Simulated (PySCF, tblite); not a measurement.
**GeH2MgO3, a cluster model of a defect (magnesium hydroxide): NMR shifts, core binding energies and electronic excitations**

Aim: the NMR shifts, core binding energies and electronic excitations of `[OH][Mg][O][Ge][OH]`. It is drawn as: twofold germanium.

Computed with tblite 0.8.0 and PySCF 2.14.0; each step states its level. No surroundings beyond the atoms listed, unless a continuum is named. Atoms count from 0, parts from 1.

## (1) The system as given

7 atoms, charge 0, multiplicity 1; geometry: distance geometry start.

## (2) Geometry optimisation with GFN2-xTB

Job settings and geometry (Å):

```
{"job": {"kind": "relax", "xc": "GFN2-xTB", "basis": "xTB"}, "charge": 0, "multiplicity": 1}
O      1.959009     0.969504     2.986071
Mg     0.512963     0.169245     2.316471
O     -0.844751    -0.463320     1.384966
Ge    -1.608160     0.361175    -0.096800
O     -2.237736     1.493911    -1.449417
H      2.364267     1.758311     2.647241
H     -1.890184     2.355488    -1.659780
```

Method: GFN2-xTB geometry optimisation, gas phase.

Started as:

```bash
$ OMP_NUM_THREADS=1 python cluster_run.py task.json out
```

One launch serves the whole session: the jobs run in the order shown.

The program printed:

```text
step      E/eV     max force
  0    -429.13593    1.870
  1    -429.24368    1.685
  2    -429.64858    1.758
  3    -429.81977    2.501
  4    -430.01355    1.768
  5    -430.11096    1.323
  6    -430.29735    1.212
  7    -430.33107    0.933
  8    -430.36538    0.548
  9    -430.38421    0.488
 10    -430.39343    0.516
 11    -430.41148    0.645
 12    -430.42943    0.440
 13    -430.43565    0.281
 14    -430.43821    0.169
 15    -430.43950    0.090
 16    -430.44077    0.113
 17    -430.44230    0.142
 18    -430.44445    0.204
 19    -430.44653    0.187
 20    -430.44776    0.116
 21    -430.44858    0.091
 22    -430.44933    0.135
 23    -430.45082    0.201
 24    -430.45423    0.316
 25    -430.45835    0.396
 26    -430.46718    0.365
 27    -430.47601    0.762
 28    -430.45353    1.103
 29    -430.48275    0.242
 30    -430.48448    0.279
 31    -430.48961    0.594
 32    -430.49313    0.093
 33    -430.49591    0.087
 34    -430.49113    0.897
 35    -430.49881    0.106
 36    -430.50019    0.091
 37    -430.49712    0.778
 38    -430.50261    0.091
 39    -430.50394    0.091
 40    -430.50274    0.717
 41    -430.50750    0.092
 42    -430.50924    0.099
 43    -430.51287    0.540
 44    -430.51712    0.106
 45    -430.51972    0.184
 46    -430.52270    0.124
 47    -430.52375    0.168
 48    -430.52643    0.192
 49    -430.52916    0.144
 50    -430.53186    0.113
 51    -430.53296    0.161
 52    -430.53395    0.175
 53    -430.53476    0.166
 54    -430.53598    0.159
 55    -430.53835    0.215
 56    -430.54069    0.213
 57    -430.54292    0.059
 58    -430.54353    0.122
 59    -430.54399    0.071
 60    -430.54424    0.071
 61    -430.54517    0.062
 62    -430.54603    0.111
 63    -430.54817    0.133
 64    -430.55039    0.441
 65    -430.55317    0.270
 66    -430.55835    0.250
 67    -430.55885    0.378
 68    -430.56176    0.158
 69    -430.56250    0.075
 70    -430.56297    0.038
 71    -430.56316    0.043
 72    -430.56341    0.057
 73    -430.56365    0.060
 74    -430.56394    0.039
 75    -430.56423    0.031
 76    -430.56461    0.057
 77    -430.56500    0.096
 78    -430.56541    0.120
 79    -430.56583    0.116
 80    -430.56631    0.062
 81    -430.56653    0.021
 82    -430.56658    0.019
 83    -430.56660    0.018
 84    -430.56663    0.015
 85    -430.56665    0.025
 86    -430.56669    0.024
 87    -430.56678    0.033
 88    -430.56692    0.039
 89    -430.56708    0.039
 90    -430.56728    0.039
 91    -430.56747    0.019
 92    -430.56753    0.012
 93    -430.56754    0.012
 94    -430.56755    0.008
 95    -430.56755    0.003
```

Wall time 1.3 s (1 thread of Arm Neoverse N1, shared host).

Along the way:

```
step  energy from step 0 (eV)  largest force (eV/Å)
   0                   0.0000                1.8698
   4                  -0.8776                1.7677
   8                  -1.2295                0.5478
  12                  -1.2935                0.4406
  16                  -1.3048                0.1130
  20                  -1.3118                0.1160
  24                  -1.3183                0.3163
  28                  -1.3176                1.1022
  32                  -1.3572                0.0930
  36                  -1.3643                0.0912
  40                  -1.3668                0.7166
  44                  -1.3812                0.1065
  48                  -1.3905                0.1921
  52                  -1.3980                0.1754
  56                  -1.4048                0.2134
  60                  -1.4083                0.0708
  64                  -1.4145                0.4410
  68                  -1.4258                0.1576
  72                  -1.4275                0.0570
  76                  -1.4287                0.0574
  80                  -1.4304                0.0618
  84                  -1.4307                0.0149
  88                  -1.4310                0.0385
  92                  -1.4316                0.0115
  95                  -1.4316                0.0030
```

Close pairs (by a distance rule), those that changed most:

```
  bond  before (Å)  after (Å)  change (Å)
O2–Ge3       1.860      1.726      -0.134
Ge3–O4       1.873      1.774      -0.099
O0–Mg1       1.783      1.733      -0.050
Mg1–O2       1.764      1.755      -0.009
 O4–H6       0.953      0.957      +0.005
 O0–H5       0.949      0.954      +0.004
```

## (3) Geometry optimisation at PBE0-D3(BJ)/def2-SVP

Job settings and geometry (Å):

```
{"job": {"xc": "PBE0", "basis": "def2-SVP", "d3": "d3bj", "grid": 2, "kind": "geom", "shake": 0.01}, "charge": 0, "multiplicity": 1}
O      1.751796     0.348736     1.660347
Mg     0.389960    -0.731921     1.584577
O     -0.618651    -1.159474     0.197385
Ge    -1.491057    -1.081835    -1.252260
O     -1.358471     0.591140    -1.798298
H      2.192991     0.742513     0.904860
H     -0.835949     1.256837    -1.319459
```

The program printed:

```text
step   0  E = -2502.95732669  max force = 0.032295
step   1  E = -2502.96658583  max force = 0.009777
step   2  E = -2502.97256397  max force = 0.011882
step   3  E = -2502.97874390  max force = 0.008196
step   4  E = -2502.98309694  max force = 0.005738
step   5  E = -2502.96482436  max force = 0.098423
step   6  E = -2502.98306979  max force = 0.026943
step   7  E = -2502.98367289  max force = 0.022211
step   8  E = -2502.98421403  max force = 0.002671
step   9  E = -2502.98450362  max force = 0.003611
step  10  E = -2502.98526094  max force = 0.008423
step  11  E = -2502.98549647  max force = 0.004857
step  12  E = -2502.98567500  max force = 0.002035
step  13  E = -2502.98581813  max force = 0.004705
step  14  E = -2502.98596374  max force = 0.004126
step  15  E = -2502.98602264  max force = 0.001557
step  16  E = -2502.98603783  max force = 0.000391
step  17  E = -2502.98604825  max force = 0.001331
step  18  E = -2502.98606093  max force = 0.001856
step  19  E = -2502.98607443  max force = 0.001605
step  20  E = -2502.98608722  max force = 0.000845
step  21  E = -2502.98610673  max force = 0.000809
step  22  E = -2502.98613115  max force = 0.001452
step  23  E = -2502.98194894  max force = 0.010916
step  24  E = -2502.98488066  max force = 0.006122
step  25  E = -2502.98585400  max force = 0.003491
step  26  E = -2502.98609298  max force = 0.002069
step  27  E = -2502.98613531  max force = 0.000372
optimisation converged
```

It took 3.8 min on 1 thread of Arm Neoverse N1, shared host; peak memory 0.5 GiB.

Relaxation path: (the energy doesn't fall at every step)

```
step  energy from step 0 (eV)  largest force component (eV/Å)
   0                   0.0000                          1.6607
   1                  -0.2520                          0.5028
   2                  -0.4146                          0.6110
   3                  -0.5828                          0.4215
   4                  -0.7012                          0.2951
   5                  -0.2040                          5.0611
   6                  -0.7005                          1.3855
   7                  -0.7169                          1.1421
   8                  -0.7316                          0.1373
   9                  -0.7395                          0.1857
  10                  -0.7601                          0.4331
  11                  -0.7665                          0.2498
  12                  -0.7714                          0.1046
  13                  -0.7753                          0.2419
  14                  -0.7793                          0.2122
  15                  -0.7809                          0.0801
  16                  -0.7813                          0.0201
  17                  -0.7816                          0.0684
  18                  -0.7819                          0.0954
  19                  -0.7823                          0.0825
  20                  -0.7826                          0.0435
  21                  -0.7831                          0.0416
  22                  -0.7838                          0.0747
  23                  -0.6700                          0.5613
  24                  -0.7498                          0.3148
  25                  -0.7763                          0.1795
  26                  -0.7828                          0.1064
  27                  -0.7839                          0.0191
```

Distances of close pairs at the start and the end, largest changes first:

```
  bond  before (Å)  after (Å)  change (Å)
O2–Ge3       1.694      1.765      +0.071
Mg1–O2       1.768      1.807      +0.040
Ge3–O4       1.765      1.792      +0.027
O0–Mg1       1.740      1.758      +0.018
 O0–H5       0.959      0.950      -0.009
 O4–H6       0.972      0.968      -0.005
```

The next job starts from the end point, and lists it.

```
                         at the end point                 value
rotational constants (GHz, main isotopes)  12.699, 0.859, 0.805
                        dipole moment (D)                  2.98
```

## (4) Shielding tensors: PBE0/pcSseg-2

Job settings and geometry (Å):

```
{"job": {"kind": "nmr", "xc": "PBE0", "basis": "pcSseg-2"}, "charge": 0, "multiplicity": 1}
O      2.164508     0.109170     2.104874
Mg     0.896168    -0.160048     0.917827
O     -0.425119    -0.433986    -0.284506
Ge    -1.721177    -1.157190    -1.239103
O     -2.178766     0.278355    -2.208981
H      2.916987     0.297964     2.653341
H     -1.621981     1.031731    -1.966301
```

Level: GIAO PBE0/pcSseg-2 NMR shielding, non-relativistic, gas phase.

The program printed:

```text
coarse grid: 34136 points
cycle   1  E = -2503.1739526781  dE = -2.068e-01  |g| = 1.811e+00  |ddm| = 2.432e+00
cycle   2  E = -2501.2620151424  dE =  1.912e+00  |g| = 3.463e+00  |ddm| = 2.228e+00
cycle   3  E = -2503.5863408606  dE = -2.324e+00  |g| = 5.439e-01  |ddm| = 1.803e+00
cycle   4  E = -2503.6282999627  dE = -4.196e-02  |g| = 3.088e-01  |ddm| = 3.674e-01
cycle   5  E = -2503.6428913345  dE = -1.459e-02  |g| = 9.504e-02  |ddm| = 1.616e-01
cycle   6  E = -2503.6443603931  dE = -1.469e-03  |g| = 1.922e-02  |ddm| = 4.256e-02
cycle   7  E = -2503.6443996593  dE = -3.927e-05  |g| = 5.911e-03  |ddm| = 1.160e-02
cycle   8  E = -2503.6444048363  dE = -5.177e-06  |g| = 2.562e-03  |ddm| = 3.309e-03
final grid: 68936 points
cycle   9  E = -2503.6444463484  dE =  1.993e-06  |g| = 4.477e-03  |ddm| = 3.346e-03
cycle  10  E = -2503.6444391020  dE =  7.246e-06  |g| = 7.901e-03  |ddm| = 4.813e-03
cycle  11  E = -2503.6444496549  dE = -1.055e-05  |g| = 4.779e-04  |ddm| = 3.125e-03
cycle  12  E = -2503.6444496917  dE = -3.685e-08  |g| = 6.795e-05  |ddm| = 2.118e-04
cycle  13  E = -2503.6444496924  dE = -7.167e-10  |g| = 1.881e-05  |ddm| = 3.537e-05
converged SCF energy = -2503.6444496924

GIAO shielding tensors (ppm)
atom      isotropic    diamagn.    paramagn.     s11        s22        s33       span
  0 O      364.667     392.229     -27.562    338.884    340.033    415.084     76.200
  1 Mg     549.584     708.294    -158.710    466.079    475.666    707.007    240.928
  2 O      108.236     388.903    -280.667   -112.434    179.599    257.543    369.977
  3 Ge    1154.411    2756.554   -1602.144    709.560   1248.529   1505.143    795.582
  4 O       90.141     387.892    -297.751   -161.942    149.030    283.335    445.276
  5 H       31.224      32.979      -1.755     22.765     22.793     48.114     25.350
  6 H       26.666      32.881      -6.215     20.535     24.272     35.190     14.654
```

Run time: 40 s. Hardware: 1 thread of Arm Neoverse N1, shared host; peak memory 0.91 GiB.

Shifts follow as δ = σ(reference) − σ, with reference shieldings (ppm) from runs at the same level and on the same kind of geometry: 1H TMS 31.25, 17O H2O 328.2, 73Ge GeMe4 1337. The references are single molecules in the gas phase, so shifts against H2O, NH3, PH3, H3PO4 or CFCl3 are not on the usual liquid scales and can be off by tens of ppm.

```
atoms                         environment  σ (ppm)  δ (ppm)
   H6  hydrogen on an oxygen bonded to Ge    26.67     4.58
   H5  hydrogen on an oxygen bonded to Mg    31.22     0.02
   O4              oxygen bonded to Ge, H     90.1    238.0
   O2             oxygen bonded to Ge, Mg    108.2    219.9
   O0              oxygen bonded to Mg, H    364.7    -36.5
  Mg1                    Mg bonded to 2 O      550        –
  Ge3             germanium bonded to 2 O     1154      183
```

The run also stored atomic charges by several schemes (e):

```
atoms  Mulliken    IAO  Hirshfeld  ESP fit
   O0     -0.84  -1.25      -0.52    -1.16
  Mg1      1.25   1.71       0.79     1.24
   O2     -0.92  -1.16      -0.50    -0.61
  Ge3      0.66   0.75       0.33     0.22
   O4     -0.51  -0.76      -0.36    -0.49
```

Mayer bond orders: O0–Mg1 0.64, Mg1–O2 0.61, O2–Ge3 1.05, Ge3–O4 0.99.

(Part 1 of 2 ends here.)
